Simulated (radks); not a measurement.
# Tl in [Hg] 6p0.5 7p0.5: an all-electron calculation

What are the levels of neutral thallium, how large are its shells, and how does its energy divide?

The numbers are computed with radks (a radial shooting solver on a logarithmic mesh, Libxc functionals) version 1 (scalar-relativistic Kohn-Sham, LDA (Slater exchange, VWN5 correlation), spin-polarised, spherical densities, finite nucleus; open shells are filled with parallel spins first), except any that are marked as measured or tabulated.

## (1) The system

- element: thallium (Z = 81)
- charge: 0
- electrons: 81
- configuration: [Hg] 6p0.5 7p0.5
- nuclear rms radius: 5.4759 fm

## (2) The calculation

The run's settings:

```text
Z 81
configuration [Hg] 6p0.5 7p0.5
relativity scalar-relativistic
functional lda,vwn5
spin polarised
nucleus finite rms 5.4759 fm
c 137.035999084
```

**Question.** What will this run give?

The runs gave:

```
                        quantity                   value
                    total energy     -20229.7215 hartree
exchange-correlation share of it                  1.82 %
                            −T/E                  1.1253
          highest occupied level        7p up, -0.748 eV
    most extended occupied level  7p up, <r> = 12.3 bohr
 radius at density 0.001 e/bohr³               4.26 bohr
    maxima of the radial density                       5
```

7 principal shells are occupied and 5 maxima appear in the radial density; where shells overlap, one shows as a shoulder or not at all. Relativity lifts −T/E to 1.125. This is not the tabulated ground configuration, so its levels and sizes aren't those of the ground state, and no measured value stands beside it.
